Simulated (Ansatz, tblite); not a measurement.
**Ga6N7 zinc blende off sphere (Ga6N7H20+): a ladder of methods and basis sets**

One table from this session's results is given with a row withheld; the runs are named, their logs left out.

Program: Ansatz 0.2.0, Gaussian basis. Level of theory: as each input shows. These are calculated values, not measurements.

The runs, in order: GFN1-xTB, GFN2-xTB, PBE-D4/def2-TZVP, r2SCAN-D4/def2-TZVP, B97M-V/def2-TZVP, LC-ωPBE/def2-TZVP, r2SCANh-D4/def2-TZVP, PBE-D4/def2-SVP, PBE0-D4/def2-SVP, HF/STO-3G, MP2/def2-SVP, RPA/def2-SVP.

## The relaxed structure

The geometry is that of the singlet, from an earlier relaxation (r2SCAN-D4/def2-SVP).

33 atoms, charge 1, spin multiplicity 1.

Bond lengths: N1–Ga9 2.032 Å, N1–Ga10 1.973 Å, N1–H14 1.027 Å, N1–H15 1.027 Å, N2–Ga8 2.007 Å, N2–Ga11 2.008 Å, N2–H16 1.025 Å, N2–H17 1.027 Å, N3–Ga9 1.986 Å, N3–Ga12 1.986 Å, N3–H18 1.025 Å, N3–H19 1.031 Å, N4–Ga8 2.044 Å, N4–Ga9 1.926 Å, N4–Ga13 1.936 Å, N4–H20 1.026 Å, N5–Ga10 1.969 Å, N5–Ga13 2.039 Å and more. Angles: Ga9–N1–Ga10 120.8°, Ga9–N1–H14 108.1°, Ga9–N1–H15 106.1°, Ga10–N1–H14 109.2°, Ga10–N1–H15 108.7°, H14–N1–H15 102.4°, Ga8–N2–Ga11 118.1°, Ga8–N2–H16 111.8°, Ga8–N2–H17 104.9°, Ga11–N2–H16 111.8°, Ga11–N2–H17 104.9°, H16–N2–H17 103.7°, Ga9–N3–Ga12 121.0°, Ga9–N3–H18 110.5°, Ga9–N3–H19 104.7°, Ga12–N3–H18 110.5°, Ga12–N3–H19 104.8°, H18–N3–H19 103.5° and more.

The ion is computed in the gas phase, without counter-ions or solvent.

PBE0-D4/def2-TZVP was run before; its log isn't repeated, and its numbers join the tables.

The first run:

Tight binding, by tblite at 300 K electronic temperature and without a spin-polarisation term:

```python
tblite.interface.Calculator('GFN1-xTB', numbers, positions, charge=1, uhf=0).singlepoint()
```

Tight binding, by tblite at 300 K electronic temperature and without a spin-polarisation term:

```python
tblite.interface.Calculator('GFN2-xTB', numbers, positions, charge=1, uhf=0).singlepoint()
```

start.molden holds the orbitals of an earlier run on this state, given as this run's starting guess.

in.yaml reads:

```yaml
crystal:
  periodic: [false, false, false]
  atoms:
    - {symbol: N, position_ang: [0.615607, -2.781614, 0.531004]}
    - {symbol: N, position_ang: [-2.297148, 2.295601, -0.873943]}
    - {symbol: N, position_ang: [0.696215, -0.695399, -1.767878]}
    - {symbol: N, position_ang: [-1.612504, -0.571450, 0.242486]}
    - {symbol: N, position_ang: [0.479765, -0.479880, 2.581186]}
    - {symbol: N, position_ang: [0.569887, 1.612669, 0.243468]}
    - {symbol: N, position_ang: [2.781761, -0.613975, 0.530803]}
    - {symbol: Ga, position_ang: [-2.804807, 0.369670, -1.125038]}
    - {symbol: Ga, position_ang: [-0.602606, -1.840600, -0.796062]}
    - {symbol: Ga, position_ang: [1.749344, -1.748287, 1.771607]}
    - {symbol: Ga, position_ang: [-0.371615, 2.806169, -1.122689]}
    - {symbol: Ga, position_ang: [1.839849, 0.604384, -0.795573]}
    - {symbol: Ga, position_ang: [-0.689663, 0.688339, 1.387120]}
    - {symbol: H, position_ang: [1.201451, -3.444770, 0.010432]}
    - {symbol: H, position_ang: [0.011462, -3.404878, 1.079512]}
    - {symbol: H, position_ang: [-2.685293, 2.682422, -0.007204]}
    - {symbol: H, position_ang: [-2.801875, 2.800340, -1.612240]}
    - {symbol: H, position_ang: [1.260334, -1.258616, -2.412568]}
    - {symbol: H, position_ang: [0.117705, -0.117723, -2.396774]}
    - {symbol: H, position_ang: [-2.298813, -1.073634, 0.816687]}
    - {symbol: H, position_ang: [-0.144707, -0.988778, 3.217517]}
    - {symbol: H, position_ang: [0.988123, 0.145386, 3.217176]}
    - {symbol: H, position_ang: [1.071702, 2.298628, 0.818415]}
    - {symbol: H, position_ang: [3.444556, -1.199674, 0.009608]}
    - {symbol: H, position_ang: [3.405424, -0.009996, 1.079050]}
    - {symbol: H, position_ang: [-2.166745, -0.035090, -2.508650]}
    - {symbol: H, position_ang: [-4.284680, 0.133259, -0.701586]}
    - {symbol: H, position_ang: [-1.311850, -2.926270, -1.645963]}
    - {symbol: H, position_ang: [2.593081, -2.591174, 2.764148]}
    - {symbol: H, position_ang: [0.034993, 2.171155, -2.507116]}
    - {symbol: H, position_ang: [-0.137630, 4.285458, -0.695782]}
    - {symbol: H, position_ang: [2.924899, 1.314827, -1.645198]}
    - {symbol: H, position_ang: [-1.576223, 1.573520, 2.314043]}
basis:
  gaussian: {orbitals: def2-TZVP, fitting: {mean_field: def2-universal-jkfit}, initial_orbitals: start.molden}
total_charge: 1
hamiltonian: {xc: pbe, dispersion: d4}
scf: {omitted_lower_state_checks: [starts]}
output: {forces: true, orbitals: {seedname: orbitals}}
```

Launch:

```sh
$ ansatz run in.yaml --threads 2 --pin off --events-out ev --progress --plain --max-ram 32768MiB --backend cuda --devices 0, --max-vram 18GiB
```

Steps of the session up to this table: PBE-D4/def2-TZVP; r2SCAN-D4/def2-TZVP; B97M-V/def2-TZVP; LC-ωPBE/def2-TZVP; r2SCANh-D4/def2-TZVP; PBE-D4/def2-SVP; PBE0-D4/def2-SVP; HF/STO-3G; MP2/def2-SVP; RPA/def2-SVP.

One table of the session follows, with a row left open; its other results are not shown here.

It belongs to the step «Levels side by side». 

```
               level  HOMO (eV)  gap (eV)
           HF/STO-3G      -8.79     13.28
     PBE-D4/def2-SVP      -9.37      5.03
    PBE-D4/def2-TZVP      -9.42      4.79
 r2SCAN-D4/def2-TZVP      -9.72      5.56
    B97M-V/def2-TZVP          ?         ?
r2SCANh-D4/def2-TZVP     -10.17      6.29
    PBE0-D4/def2-SVP     -10.62      7.15
   PBE0-D4/def2-TZVP     -10.65      6.86
   LC-ωPBE/def2-TZVP     -13.37     11.71
```

Q: Estimate the row for B97M-V/def2-TZVP from the others.

The run gave: HOMO (eV): -9.85; gap (eV): 5.25. In the column «HOMO (eV)» it lies between r2SCANh-D4/def2-TZVP (-10.17) and r2SCAN-D4/def2-TZVP (-9.72).
